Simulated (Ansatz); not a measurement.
# C2H8AlBO: a ladder of functionals and wavefunction methods

The task here is to estimate one member of a computed series from the others.

Method: functionals in def2-TZVPP, the program's frozen cores in correlated methods; program: Ansatz 0.2.0, Gaussian basis.

The runs, in order: PBE-D4, r2SCAN-D4, PBE0-D4, B3LYP-D4, ωB97X-V, ωB97M-V, B2PLYP; CCSD(T)/def2-TZVPP; MP2/def2-QZVPP; extrapolation to the limit.

## The geometry

An earlier PBE0-D4 in a triple-zeta def2 set relaxation fixed the geometry.

13 atoms, charge 0, spin multiplicity 1.

Atoms are counted from 1 here; the program's logs count them from 0.

Bond lengths: B1–C2 1.460 Å, B1–Al5 2.496 Å, B1–H6 1.195 Å, B1–H7 1.203 Å, C2–C3 1.487 Å, C2–O4 1.499 Å, C2–Al5 2.090 Å, C3–H8 1.090 Å, C3–H9 1.094 Å, C3–H10 1.095 Å, O4–Al5 1.933 Å, O4–H11 0.965 Å, Al5–H12 1.580 Å, Al5–H13 1.577 Å. Angles: C2–B1–Al5 56.8°, C2–B1–H6 119.1°, C2–B1–H7 119.9°, Al5–B1–H6 126.6°, Al5–B1–H7 86.0°, H6–B1–H7 120.9°, B1–C2–C3 133.3°, B1–C2–O4 118.0°, B1–C2–Al5 87.5°, C3–C2–O4 108.7°, C3–C2–Al5 116.4°, O4–C2–Al5 62.6°, C2–C3–H8 109.0°, C2–C3–H9 113.0°, C2–C3–H10 110.3°, H8–C3–H9 108.6°, H8–C3–H10 108.3°, H9–C3–H10 107.6° and more.

Set-up of the first run:

in.yaml reads:

```yaml
crystal:
  periodic: [false, false, false]
  atoms:
    - {symbol: B, position_ang: [-1.093231, 0.958916, -0.494044]}
    - {symbol: C, position_ang: [-0.394511, -0.255169, -0.081937]}
    - {symbol: C, position_ang: [-0.531725, -1.162224, 1.087777]}
    - {symbol: O, position_ang: [0.680628, -0.788058, -0.980965]}
    - {symbol: Al, position_ang: [1.382847, 0.837141, -0.205342]}
    - {symbol: H, position_ang: [-1.873791, 1.464712, 0.256858]}
    - {symbol: H, position_ang: [-0.859266, 1.450973, -1.566648]}
    - {symbol: H, position_ang: [-1.196308, -0.700613, 1.818434]}
    - {symbol: H, position_ang: [0.424389, -1.379711, 1.573894]}
    - {symbol: H, position_ang: [-0.970615, -2.116221, 0.778129]}
    - {symbol: H, position_ang: [0.386171, -0.673167, -1.892436]}
    - {symbol: H, position_ang: [2.254512, 0.487262, 1.064666]}
    - {symbol: H, position_ang: [1.811401, 1.841560, -1.343684]}
basis:
  gaussian: {orbitals: def2-TZVPP}
hamiltonian: {xc: pbe, dispersion: d4}
output: {forces: true, orbitals: {seedname: orbitals}}
```

Started as:

```sh
> ansatz run in.yaml --threads 4 --pin off --events-out ev --progress --plain --max-ram 10444MiB
```

Steps of the session up to this table: PBE-D4 (GGA); r2SCAN-D4 (meta-GGA); PBE0-D4 (hybrid); B3LYP-D4 (hybrid); ωB97X-V (range-separated); ωB97M-V (range-separated); B2PLYP (double hybrid); CCSD(T) in def2-TZVPP; MP2 in def2-QZVPP.

One of the session's tables, all rows but one given; the rest of the session is left out.

```
            method  atomisation energy (kJ/mol)
            PBE-D4                       4678.2
         r2SCAN-D4                            ?
           PBE0-D4                       4613.1
          B3LYP-D4                       4606.9
           ωB97X-V                       4616.4
           ωB97M-V                       4628.9
            B2PLYP                       4556.7
     HF/def2-TZVPP                       3416.6
    MP2/def2-TZVPP                       4557.0
   CCSD/def2-TZVPP                       4436.1
CCSD(T)/def2-TZVPP                       4499.2
           MP2/CBS                       4663.2
       CCSD(T)/CBS                       4605.3
```

Estimate the missing values for r2SCAN-D4.

As computed: atomisation energy (kJ/mol): 4638.9. In the column «atomisation energy (kJ/mol)» it lies between ωB97M-V (4628.9) and MP2/CBS (4663.2).
